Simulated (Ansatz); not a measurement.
This script drives the Ansatz DFT code, driven from Python.

The script reads `h2se2si.xyz`:
```text
5

Si   -0.29830    0.20390   -0.23190
Se    0.72820   -0.14260    1.70630
Se    1.20510   -1.36380   -0.32150
H    -1.64690   -0.26320   -0.27440
H     0.06170    1.49200   -0.92000
```

Script `cas_h2se2si.py`:
```python
"""Static correlation in H2Se2Si: natural occupations of an active space."""

from dataclasses import dataclass

import ansatz as az


@dataclass(frozen=True)
class RunConfig:
    basis_set: str = "def2-SVP"


cfg = RunConfig()


def main() -> None:
    mol = az.Crystal.molecule_from_extxyz("h2se2si.xyz")

    setup = mol.calculation().basis(gaussian=cfg.basis_set).correlation(active_electrons=2, active_orbitals=3)
    for method in [None, "sc_nevpt2"]:
        r = (setup if method is None else setup.correlation(method)).run(threads=1).report
        space = r["configurations"]
        state = space["states"][0]
        print(method or "casscf", f"total {r['free_energy_ev'] / 27.211386246:.6f} Ha, active-space state {state['energy']['hartree']:.6f} Ha, mean field {r['reference_energy_ev'] / 27.211386246:.6f} Ha")
        print("  determinants", state["n_determinants"], " natural occupations", [round(n, 3) for n in space["natural_occupations"]])
    print("effectively unpaired electrons, sum of min(n, 2 - n):", round(sum(min(n, 2 - n) for n in space["natural_occupations"]), 3))


if __name__ == "__main__":
    main()
```

It is started by `python cas_h2se2si.py`. Estimate its wall time and peak memory on 1 thread of Arm Neoverse V2 (shared host).

It took about 34 s, with a peak of 0.38 GiB, for 2 runs of the engine.

Output of `python cas_h2se2si.py`:
```text
casscf total -5089.147681 Ha, active-space state -5089.147681 Ha, mean field -5089.128610 Ha
  determinants 9  natural occupations [1.94, 0.057, 0.003]
sc_nevpt2 total -5089.687475 Ha, active-space state -5089.147675 Ha, mean field -5089.128610 Ha
  determinants 9  natural occupations [1.94, 0.057, 0.003]
effectively unpaired electrons, sum of min(n, 2 - n): 0.12
```

Total energies depend on the basis set; only differences at equal settings carry meaning. The geometry is a force-field or estimated start, not a minimum of this method, and the basis set is short of its limit. The active space starts as a window about the frontier orbitals and is then optimised, not chosen by chemistry.
